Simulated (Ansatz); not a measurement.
# F2H6O2Si3: a ladder of functionals and wavefunction methods

The task here is to estimate one member of a computed series from the others.

Computed with Ansatz 0.2.0, Gaussian basis. Level: functionals in def2-TZVPP, the program's frozen cores in correlated methods.

Plan: PBE-D4, r2SCAN-D4, PBE0-D4, B3LYP-D4, ωB97X-V, ωB97M-V, B2PLYP; CCSD(T)/def2-TZVPP; MP2/def2-QZVPP; extrapolation to the limit.

### The relaxed structure

The geometry comes from an earlier relaxation with PBE0-D4 in a triple-zeta def2 set; it is a stationary point, not always the lowest conformer.

SMILES `F[Si](F)(O[SiH3])O[SiH3]`, 13 atoms, charge 0, spin multiplicity 1.

Atoms are counted from 1 here; the program's logs count them from 0.

Bond lengths: F1–Si2 1.575 Å, Si2–F3 1.575 Å, Si2–O4 1.598 Å, Si2–O6 1.598 Å, O4–Si5 1.641 Å, Si5–H8 1.481 Å, Si5–H9 1.482 Å, Si5–H10 1.485 Å, O6–Si7 1.641 Å, Si7–H11 1.481 Å, Si7–H12 1.485 Å, Si7–H13 1.482 Å. Angles: F1–Si2–F3 107.0°, F1–Si2–O4 110.0°, F1–Si2–O6 108.3°, F3–Si2–O4 108.3°, F3–Si2–O6 110.1°, O4–Si2–O6 112.9°, Si2–O4–Si5 150.8°, O4–Si5–H8 108.1°, O4–Si5–H9 109.3°, O4–Si5–H10 109.5°, H8–Si5–H9 110.2°, H8–Si5–H10 110.0°, H9–Si5–H10 109.8°, Si2–O6–Si7 151.2°, O6–Si7–H11 108.0°, O6–Si7–H12 109.5°, O6–Si7–H13 109.3°, H11–Si7–H12 110.0° and more.

Coordinates:

```mol
F2H6O2Si3
  3D, bonds by distance, orders not assigned

 13 12  0  0  0  0  0  0  0  0999 V2000
   -0.4267   -0.5225   -2.6593 F   0  0
   -0.8007   -0.5262   -1.1298 Si  0  0
   -2.2283   -1.1794   -1.0058 F   0  0
    0.2369   -1.4280   -0.3155 O   0  0
    1.6896   -1.6305    0.4215 Si  0  0
   -0.8434    0.9876   -0.6200 O   0  0
   -0.9677    2.0972    0.5830 Si  0  0
    1.5033   -2.5654    1.5550 H   0  0
    2.6586   -2.1899   -0.5507 H   0  0
    2.1787   -0.3198    0.9202 H   0  0
   -0.2236    3.3086    0.1673 H   0  0
   -0.3799    1.5445    1.8300 H   0  0
   -2.3967    2.4238    0.8042 H   0  0
  1  2  8  0
  2  3  8  0
  2  4  8  0
  4  5  8  0
  2  6  8  0
  6  7  8  0
  5  8  8  0
  5  9  8  0
  5 10  8  0
  7 11  8  0
  7 12  8  0
  7 13  8  0
M  END
```

Set-up of the first run:

Input file in.yaml:

```yaml
crystal:
  periodic: [false, false, false]
  atoms:
    - {symbol: F, position_ang: [-0.426736, -0.522498, -2.659323]}
    - {symbol: Si, position_ang: [-0.800662, -0.526156, -1.129757]}
    - {symbol: F, position_ang: [-2.228334, -1.179430, -1.005813]}
    - {symbol: O, position_ang: [0.236927, -1.428047, -0.315532]}
    - {symbol: Si, position_ang: [1.689559, -1.630469, 0.421501]}
    - {symbol: O, position_ang: [-0.843445, 0.987571, -0.620014]}
    - {symbol: Si, position_ang: [-0.967706, 2.097230, 0.583039]}
    - {symbol: H, position_ang: [1.503330, -2.565440, 1.555027]}
    - {symbol: H, position_ang: [2.658626, -2.189891, -0.550715]}
    - {symbol: H, position_ang: [2.178663, -0.319764, 0.920156]}
    - {symbol: H, position_ang: [-0.223618, 3.308629, 0.167278]}
    - {symbol: H, position_ang: [-0.379866, 1.544475, 1.829959]}
    - {symbol: H, position_ang: [-2.396726, 2.423780, 0.804193]}
basis:
  gaussian: {orbitals: def2-TZVPP}
hamiltonian: {xc: pbe, dispersion: d4}
output: {forces: true, orbitals: {seedname: orbitals}}
```

On the command line:

```sh
> ansatz run in.yaml --threads 2 --pin off --events-out ev --progress --plain --max-ram 22528MiB --backend cuda --devices 0, --max-vram 18GiB
```

Steps of the session up to this table: PBE-D4 (GGA); r2SCAN-D4 (meta-GGA); PBE0-D4 (hybrid); B3LYP-D4 (hybrid); ωB97X-V (range-separated); ωB97M-V (range-separated); B2PLYP (double hybrid); CCSD(T) in def2-TZVPP; MP2 in def2-QZVPP.

One table of the session follows, with a row left open; its other results are not shown here.

```
            method  atomisation energy (kcal/mol)
            PBE-D4                         1195.6
         r2SCAN-D4                         1203.4
           PBE0-D4                         1179.9
          B3LYP-D4                         1196.8
           ωB97X-V                         1209.3
           ωB97M-V                         1205.9
            B2PLYP                         1190.2
     HF/def2-TZVPP                          911.2
    MP2/def2-TZVPP                         1204.9
   CCSD/def2-TZVPP                         1162.6
CCSD(T)/def2-TZVPP                              ?
           MP2/CBS                         1241.4
       CCSD(T)/CBS                         1212.8
```

**Question.** Estimate the row for CCSD(T)/def2-TZVPP.

As computed: atomisation energy (kcal/mol): 1176.4. In the column «atomisation energy (kcal/mol)» it lies between CCSD/def2-TZVPP (1162.6) and PBE0-D4 (1179.9).

Limits of these values: Free atoms (2 F, 3 Si, 2 O, 6 H) were run apart at each level; the atomisation energy is their sum less the molecule, without zero-point or spin-orbit terms.
